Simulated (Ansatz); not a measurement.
# C₂H₁₀InP: a ladder of functionals and wavefunction methods

The task here is to estimate one member of a computed series from the others.

The runs use Ansatz 0.2.0, Gaussian basis; functionals in def2-TZVPP, the program's frozen cores in correlated methods.

The runs, in order: LDA (SPW92), PBE-D4, revPBE-D4, BLYP-D4, r2SCAN-D4, B97M-V, PBE0-D4, B3LYP-D4, r2SCANh-D4, r2SCAN0-D4, HSE06-D4, BHLYP-D4, CAM-B3LYP-D4, LC-ωPBE, ωB97X-V, ωB97M-V, B2PLYP, PBE-QIDH; CCSD(T)/def2-SVP; CCSD(T)/def2-TZVPP; MP2/def2-QZVPP; extrapolation to the limit; RPA on PBE.

### The relaxed structure

The geometry comes from an earlier relaxation with PBE0-D4 in a triple-zeta def2 set; it is a stationary point, not always the lowest conformer. In takes the def2 core potential; no spin-orbit term is included.

SMILES `[CH3][InH-]([CH3])[PH3+]`, 14 atoms, charge 0, spin multiplicity 1.

Atoms are counted from 1 here; the program's logs count them from 0.

Bond lengths: C1–In2 2.172 Å, C1–H5 1.092 Å, C1–H6 1.093 Å, C1–H7 1.091 Å, In2–C3 2.172 Å, In2–P4 2.841 Å, In2–H8 1.742 Å, C3–H9 1.093 Å, C3–H10 1.092 Å, C3–H11 1.091 Å, P4–H12 1.412 Å, P4–H13 1.413 Å, P4–H14 1.412 Å. Angles: In2–C1–H5 111.2°, In2–C1–H6 109.5°, In2–C1–H7 111.5°, H5–C1–H6 107.8°, H5–C1–H7 108.9°, H6–C1–H7 107.8°, C1–In2–C3 119.2°, C1–In2–P4 95.9°, C1–In2–H8 119.2°, C3–In2–P4 96.0°, C3–In2–H8 119.2°, P4–In2–H8 93.4°, In2–C3–H9 109.5°, In2–C3–H10 111.2°, In2–C3–H11 111.5°, H9–C3–H10 107.8°, H9–C3–H11 107.8°, H10–C3–H11 108.9° and more.

The first run:

Input file in.yaml:

```yaml
crystal:
  periodic: [false, false, false]
  atoms:
    - {symbol: C, position_ang: [-1.015705, 1.677873, -0.983620]}
    - {symbol: In, position_ang: [-0.163319, 0.647439, 0.727436]}
    - {symbol: C, position_ang: [1.989765, 0.389275, 0.844280]}
    - {symbol: P, position_ang: [-0.725153, -1.978461, -0.200936]}
    - {symbol: H, position_ang: [-0.476608, 1.433768, -1.900982]}
    - {symbol: H, position_ang: [-0.944956, 2.757566, -0.830971]}
    - {symbol: H, position_ang: [-2.069992, 1.428417, -1.115634]}
    - {symbol: H, position_ang: [-1.122876, 0.454118, 2.168718]}
    - {symbol: H, position_ang: [2.445864, 1.304111, 1.230413]}
    - {symbol: H, position_ang: [2.418252, 0.191641, -0.140134]}
    - {symbol: H, position_ang: [2.258305, -0.426716, 1.517498]}
    - {symbol: H, position_ang: [-0.365213, -3.096551, 0.583072]}
    - {symbol: H, position_ang: [-0.181806, -2.444037, -1.419106]}
    - {symbol: H, position_ang: [-2.059457, -2.367642, -0.451237]}
basis:
  gaussian: {orbitals: def2-TZVPP}
hamiltonian: {xc: lda}
output: {orbitals: {seedname: orbitals}}
```

On the command line:

```sh
$ ansatz run in.yaml --threads 4 --pin off --events-out ev --progress --plain --max-ram 11315MiB
```

Among the steps run: LDA; PBE-D4 (GGA); revPBE-D4 (GGA); BLYP-D4 (GGA); r2SCAN-D4 (meta-GGA); B97M-V (meta-GGA); PBE0-D4 (hybrid); B3LYP-D4 (hybrid); r2SCANh-D4 (hybrid); r2SCAN0-D4 (hybrid); HSE06-D4 (hybrid); BHLYP-D4 (hybrid); CAM-B3LYP-D4 (range-separated); LC-ωPBE (range-separated); ωB97X-V (range-separated); ωB97M-V (range-separated); B2PLYP (double hybrid); PBE-QIDH (double hybrid).

One table of the session follows, with a row left open; its other results are not shown here.

It belongs to the step «Orbital energies across the functionals». 

| functional | HOMO (eV) | gap (eV) |
| --- | --- | --- |
| LDA (SPW92) | -5.83 | 4.71 |
| PBE-D4 | ? | ? |
| revPBE-D4 | -5.58 | 4.67 |
| BLYP-D4 | -5.50 | 4.63 |
| r2SCAN-D4 | -5.84 | 5.13 |
| B97M-V | -5.90 | 4.98 |
| PBE0-D4 | -6.77 | 6.63 |
| B3LYP-D4 | -6.56 | 6.17 |
| r2SCANh-D4 | -6.27 | 5.87 |
| r2SCAN0-D4 | -6.91 | 6.97 |
| HSE06-D4 | -6.37 | 5.87 |
| BHLYP-D4 | -7.79 | 8.32 |
| CAM-B3LYP-D4 | -8.07 | 8.74 |
| LC-ωPBE | -9.41 | 11.14 |
| ωB97X-V | -9.05 | 10.64 |
| ωB97M-V | -8.97 | 10.12 |

Estimate the missing values for PBE-D4.

The run gave: HOMO (eV): -5.65; gap (eV): 4.67. In the column «HOMO (eV)» it lies between LDA (SPW92) (-5.83) and revPBE-D4 (-5.58).
